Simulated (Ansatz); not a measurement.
What does this script print? It uses Ansatz 0.2.0 through its Python package.

Script `run_bend.py`:
```python
import logging
import sys

import ansatz as az
from ase import Atoms

logging.basicConfig(stream=sys.stdout, format="%(levelname)s %(message)s")
log = logging.getLogger("bh3s3")
log.setLevel(logging.INFO)


def main() -> None:
    atoms = Atoms(["S", "B", "S", "S", "H", "H", "H"], positions=[
        [-0.9433, 1.5601, 0.1278],
        [0.1446, 0.1072, 0.0563],
        [0.3246, -0.9723, 1.5663],
        [1.1459, -0.2957, -1.5313],
        [-2.0937, 0.833, -0.3218],
        [1.4396, -0.186, 2.0399],
        [0.0435, -1.1143, -1.9828],
    ])

    first = az.Crystal.molecule_from_ase(atoms).calculation()
    first = first.basis(gaussian="6-31G*")
    first = first.functional("R2SCAN0")
    first = first.relax(force_tolerance=0.02, max_steps=80)
    atoms.positions = first.run(threads=1).report["positions_ang"]

    rows = []
    for angle in [85, 95, 105, 115, 125, 140, 160]:
        bent = atoms.copy()
        bent.set_angle(1, 0, 4, angle, indices=[4])
        model = az.Crystal.molecule_from_ase(bent).calculation()
        model = model.basis(gaussian="6-31G*")
        model = model.functional("R2SCAN0")
        rows.append((angle, model.run(threads=1).report["free_energy_ev"]))
    floor = min(e for _, e in rows)
    for angle, e in rows:
        log.info(f"angle B1-S0-H4 = {angle:3d} deg   {1000 * (e - floor):9.1f} meV")


if __name__ == "__main__":
    main()
```

```console
$ python run_bend.py
INFO angle B1-S0-H4 =  85 deg       117.0 meV
INFO angle B1-S0-H4 =  95 deg         0.0 meV
INFO angle B1-S0-H4 = 105 deg        38.3 meV
INFO angle B1-S0-H4 = 115 deg       211.3 meV
INFO angle B1-S0-H4 = 125 deg       496.5 meV
INFO angle B1-S0-H4 = 140 deg      1072.9 meV
INFO angle B1-S0-H4 = 160 deg      1887.2 meV
```

The scan is rigid, and the energies are electronic, in a modest basis. The zero is the lowest point of the grid, which needn't be the minimum. Wall time of the script: 2.4 min on 1 thread of Intel(R) Xeon(R) Platinum 8259CL CPU @ 2.50GHz (Skylake/Cascade Lake), with other jobs on the host, peak memory 0.26 GiB.
